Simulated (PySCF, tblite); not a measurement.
**C₃H₁₂FPSi₃: geometry, infrared bands and NMR shifts**

Aim: predict the infrared bands and NMR shifts of C₃H₁₂FPSi₃ (`F[C@@H]1[SiH2]C[SiH2]C[Si@H]1P`).

Programs: tblite 0.8.0 and PySCF 2.14.0, with density-fitted response routines of our own. Each step states its level of theory. These are calculated values for one molecule in the gas phase, unless marked as measured. Atoms are numbered from 0 throughout.

### 1 The molecule as given

20 atoms, charge 0, multiplicity 1; geometry from: force field or distance geometry start.

Bonds of the start (Å): F0–C1 1.37, C1–Si2 1.84, Si2–C3 1.87, C3–Si4 1.87, Si4–C5 1.86, C5–Si6 1.86, Si6–P7 2.24, Si6–C1 1.85, C1–H8 1.08, Si2–H9 1.49, Si2–H10 1.48, C3–H11 1.10, C3–H12 1.08, Si4–H13 1.48, Si4–H14 1.48, C5–H15 1.10, C5–H16 1.09, Si6–H17 1.49, P7–H18 1.41, P7–H19 1.42.

### 2 Relaxing the molecule with GFN2-xTB

The job: settings as JSON, then the geometry in Å.

```
{"job": {"kind": "relax", "xc": "GFN2-xTB", "basis": "xTB"}, "charge": 0, "multiplicity": 1}
F      1.431400     2.356800     0.661300
C      0.644500     1.500200    -0.064600
Si    -1.089900     1.592300     0.549800
C     -2.224800     0.402700    -0.331400
Si    -1.544400    -1.301800     0.008400
C      0.184300    -1.508400    -0.638700
Si     1.225300    -0.232800     0.236000
P      3.316800    -0.447700    -0.548700
H      0.730000     1.777100    -1.107200
H     -1.636600     2.958100     0.297000
H     -1.191800     1.381400     2.013800
H     -3.250300     0.479200     0.058800
H     -2.256900     0.604900    -1.387000
H     -2.405300    -2.286800    -0.690400
H     -1.607400    -1.611000     1.449900
H      0.551800    -2.518100    -0.420000
H      0.218500    -1.353700    -1.716900
H      1.316500    -0.567300     1.686200
H      3.934500     0.420200     0.378600
H      3.648700    -1.634700     0.151600
```

The run is started by

```
$ OMP_NUM_THREADS=1 python probes_run.py task.json out
```

One launch serves the whole session: the jobs run in the order shown.

**Question.** This job is followed by: GFN2-xTB harmonic vibrations, gas phase; GIAO PBE0/pcSseg-1 NMR shielding, non-relativistic, gas phase. What will the session give for the following? strongest single infrared mode (GFN2-xTB); zero-point energy (GFN2-xTB); 13C shifts against TMS (PBE0/pcSseg-1); 1H shifts against TMS (PBE0/pcSseg-1, means over atoms taken as alike); 19F shifts against CFCl3 (PBE0/pcSseg-1); 29Si shifts against TMS (PBE0/pcSseg-1); 31P shifts against H3PO4 (PBE0/pcSseg-1).

**Answer**, as computed:

| quantity | value |
| --- | --- |
| strongest single infrared mode (GFN2-xTB) | 2189 cm⁻¹, 426 km/mol |
| zero-point energy (GFN2-xTB) | 82.6 kcal/mol |
| 13C shifts against TMS (PBE0/pcSseg-1) | 83.0, -4.0, -9.5 ppm |
| 1H shifts against TMS (PBE0/pcSseg-1, means over atoms taken as alike) | 5.16, 4.95, 4.79, 4.63, 4.43, 4.33, 1.36, -0.08, -0.11, -0.19, -0.20 ppm |
| 19F shifts against CFCl3 (PBE0/pcSseg-1) | -301.4 ppm |
| 29Si shifts against TMS (PBE0/pcSseg-1) | -17.6, -43.9, -44.6 ppm |
| 31P shifts against H3PO4 (PBE0/pcSseg-1) | -299.9 ppm |

**Reading.** Over 93 steps the energy fell by 0.477 eV; of the close pairs, C1–Si2 changed most, 1.842 to 1.915 Å. No mode is imaginary among the 54: a minimum at this level. The strongest single mode, at 2189 cm⁻¹, moves mainly H13. GFN2-xTB is a fitted tight-binding method: band positions and strengths are rough. Its intensities can rank the bands wrongly. The most deshielded carbon is C1 (sp3 CH bonded to F and 2 Si), at 83.0 ppm: deshielded by the electronegative neighbour. At PBE0/pcSseg-1: The widest tensor belongs to C1: span 137 ppm, with a paramagnetic part of -152 ppm.
